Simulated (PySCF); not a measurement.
**C3H11BNP: electronic excitations**

Aim: predict the electronic excitations of C3H11BNP (`CB(P)N(C)C`).

Programs: PySCF 2.14.0, with density-fitted response routines of our own. Each step states its level of theory. These are calculated values for one molecule in the gas phase, unless marked as measured. Atoms are numbered from 0 throughout.

## 1. The starting structure

17 atoms, charge 0, multiplicity 1; geometry from: GFN2-xTB.

Bonds of the start (Å): C0–B1 1.59, B1–P2 1.94, B1–N3 1.39, N3–C4 1.45, N3–C5 1.45, C0–H6 1.09, C0–H7 1.09, C0–H8 1.09, P2–H9 1.38, P2–H10 1.39, C4–H11 1.09, C4–H12 1.09, C4–H13 1.10, C5–H14 1.08, C5–H15 1.09, C5–H16 1.09.

## 2. Excited states and response: CAM-B3LYP/def2-SVPD

What the job is given:

```
{"job": {"kind": "uv", "xc": "CAM-B3LYP", "basis": "def2-SVPD", "nstates": 8, "ntriplets": 3}, "charge": 0, "multiplicity": 1}
C      1.302482     1.557975     0.205519
B      0.699876     0.161719    -0.264534
P      1.804595    -1.052481    -1.289009
N     -0.614798    -0.185257    -0.000627
C     -1.247452    -1.401034    -0.463613
C     -1.532882     0.608972     0.788251
H      2.293814     1.736129    -0.207221
H      1.398149     1.605999     1.290328
H      0.675769     2.396692    -0.095810
H      3.025528    -0.599348    -0.821987
H      1.773491    -2.096506    -0.377668
H     -0.590016    -1.928506    -1.153142
H     -2.180004    -1.164301    -0.983773
H     -1.481886    -2.060338     0.378648
H     -1.041915     1.503187     1.156628
H     -1.893424     0.027325     1.642247
H     -2.398328     0.901804     0.185852
```

Method: TDDFT CAM-B3LYP/def2-SVPD, vertical, gas phase, core orbitals frozen in the response.

Started as:

```sh
$ OMP_NUM_THREADS=1 python probes_run.py task.json out
```

One launch serves the whole session: the jobs run in the order shown.

What will the session give for the following? lowest singlet (CAM-B3LYP/def2-SVPD); brightest single state of those computed; lowest triplet; surface potential, 1st and 99th percentile. Wanted: lowest singlet; brightest single state of those computed; lowest triplet; surface potential, 1st and 99th percentile.

**Answer**, as computed:

| quantity | value |
| --- | --- |
| lowest singlet (CAM-B3LYP/def2-SVPD) | 5.87 eV (211 nm), f = 0.039 |
| brightest single state of those computed | state 5, 7.16 eV, f = 0.184 |
| lowest triplet | 5.09 eV |
| surface potential, 1st and 99th percentile | -1.09 V and 0.80 V |

**Reading.** The lowest singlet, at 5.87 eV, is HOMO→LUMO+1 0.51, HOMO→LUMO 0.39 and is weak; of the 8 states computed, the strongest absorption comes from state 5 at 7.16 eV. The lowest triplet lies 0.77 eV below the lowest singlet (triplets in Tamm-Dancoff, singlets in full TDDFT).
